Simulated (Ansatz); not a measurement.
# C2H6N2Si: up Jacob's ladder to CCSD(T)

Aim: compute C2H6N2Si with functionals from several rungs and with coupled cluster. The yardstick is the atomisation energy at the CCSD(T) limit.

Computed with Ansatz 0.2.0, Gaussian basis. Level: functionals in def2-TZVPP, the program's frozen cores in correlated methods.

Levels to be run: PBE-D4, r2SCAN-D4, PBE0-D4, B3LYP-D4, ωB97X-V, ωB97M-V, B2PLYP; CCSD(T)/def2-TZVPP; MP2/def2-QZVPP; extrapolation to the limit.

### Step 1. The relaxed structure

All runs share one geometry, relaxed beforehand with PBE0-D4 in a triple-zeta def2 set.

SMILES `N[SiH]1C=CN1`, 11 atoms, charge 0, spin multiplicity 1.

Atoms are counted from 1 here; the program's logs count them from 0.

Bond lengths: N1–Si2 1.696 Å, N1–H6 1.005 Å, N1–H7 1.006 Å, Si2–C3 1.832 Å, Si2–N5 1.791 Å, Si2–H8 1.485 Å, C3–C4 1.352 Å, C3–H9 1.077 Å, C4–N5 1.406 Å, C4–H10 1.090 Å, N5–H11 1.010 Å. Angles: Si2–N1–H6 122.5°, Si2–N1–H7 122.8°, H6–N1–H7 112.8°, N1–Si2–C3 123.1°, N1–Si2–N5 120.6°, N1–Si2–H8 105.4°, C3–Si2–N5 76.9°, C3–Si2–H8 118.0°, N5–Si2–H8 110.9°, Si2–C3–C4 86.0°, Si2–C3–H9 145.6°, C4–C3–H9 128.1°, C3–C4–N5 109.6°, C3–C4–H10 129.7°, N5–C4–H10 120.7°, Si2–N5–C4 86.1°, Si2–N5–H11 129.3°, C4–N5–H11 117.9°.

As a file:

```xyz
11

N    -0.1719    0.8021    1.8746
Si   -0.2924   -0.2232    0.5296
C    -0.8086    0.3604   -1.1287
C     0.3389   -0.1959   -1.5784
N     1.1422   -0.5659   -0.4859
H    -0.2044    0.4593    2.8189
H     0.1829    1.7414    1.8136
H    -0.8897   -1.4815    1.0438
H    -1.5921    0.8240   -1.7034
H     0.6777   -0.3626   -2.6005
H     1.6829   -1.4150   -0.5628
```

### Step 2. PBE-D4 (GGA)

Input file in.yaml:

```yaml
crystal:
  periodic: [false, false, false]
  atoms:
    - {symbol: N, position_ang: [-0.171901, 0.802128, 1.874642]}
    - {symbol: Si, position_ang: [-0.292449, -0.223228, 0.529567]}
    - {symbol: C, position_ang: [-0.808620, 0.360386, -1.128722]}
    - {symbol: C, position_ang: [0.338913, -0.195912, -1.578423]}
    - {symbol: N, position_ang: [1.142216, -0.565902, -0.485855]}
    - {symbol: H, position_ang: [-0.204428, 0.459252, 2.818883]}
    - {symbol: H, position_ang: [0.182862, 1.741355, 1.813551]}
    - {symbol: H, position_ang: [-0.889740, -1.481484, 1.043807]}
    - {symbol: H, position_ang: [-1.592090, 0.823962, -1.703410]}
    - {symbol: H, position_ang: [0.677717, -0.362562, -2.600504]}
    - {symbol: H, position_ang: [1.682919, -1.414993, -0.562834]}
basis:
  gaussian: {orbitals: def2-TZVPP}
hamiltonian: {xc: pbe, dispersion: d4}
output: {forces: true, orbitals: {seedname: orbitals}}
```

Run with:

```sh
> ansatz run in.yaml --threads 4 --pin off --events-out ev --progress --plain --max-ram 10444MiB
```

Further steps of the session: r2SCAN-D4 (meta-GGA); PBE0-D4 (hybrid); B3LYP-D4 (hybrid); ωB97X-V (range-separated); ωB97M-V (range-separated); B2PLYP (double hybrid); CCSD(T) in def2-TZVPP; MP2 in def2-QZVPP.

Before running them: what should the planned runs give, taken together? Wanted: atomisation energy, CCSD(T)/CBS; farthest; mean size of error, hybrid; mean size of error, range-separated; gap, smallest and largest; T1 diagnostic; triples share of the correlation energy.

The runs gave:

```
                               quantity                                 value
        atomisation energy, CCSD(T)/CBS                             44.050 eV
    functionals within 0.220 eV (0.5 %)                   r2SCAN-D4, B3LYP-D4
                               farthest                    PBE-D4 (+1.238 eV)
             mean size of error, hybrid                              0.208 eV
    mean size of error, range-separated                              0.286 eV
              gap, smallest and largest  4.03 eV (PBE-D4), 10.52 eV (ωB97X-V)
                          T1 diagnostic                                0.0128
triples share of the correlation energy                                 4.3 %
```

What this shows: PBE-D4 is off by +1.238 eV. Double hybrids carry the basis error of their MP2 part in triple zeta, and no dispersion term here, so their miss is partly the set-up's. The reference freezes the cores and leaves out relativity and excitations past (T), so misses under about 0.220 eV can't be ranked. Hartree-Fock recovers 69 % of the binding; the rest is correlation. The gap grows from 4.0 to 10.5 eV across the functionals, mostly with the share of exact exchange.
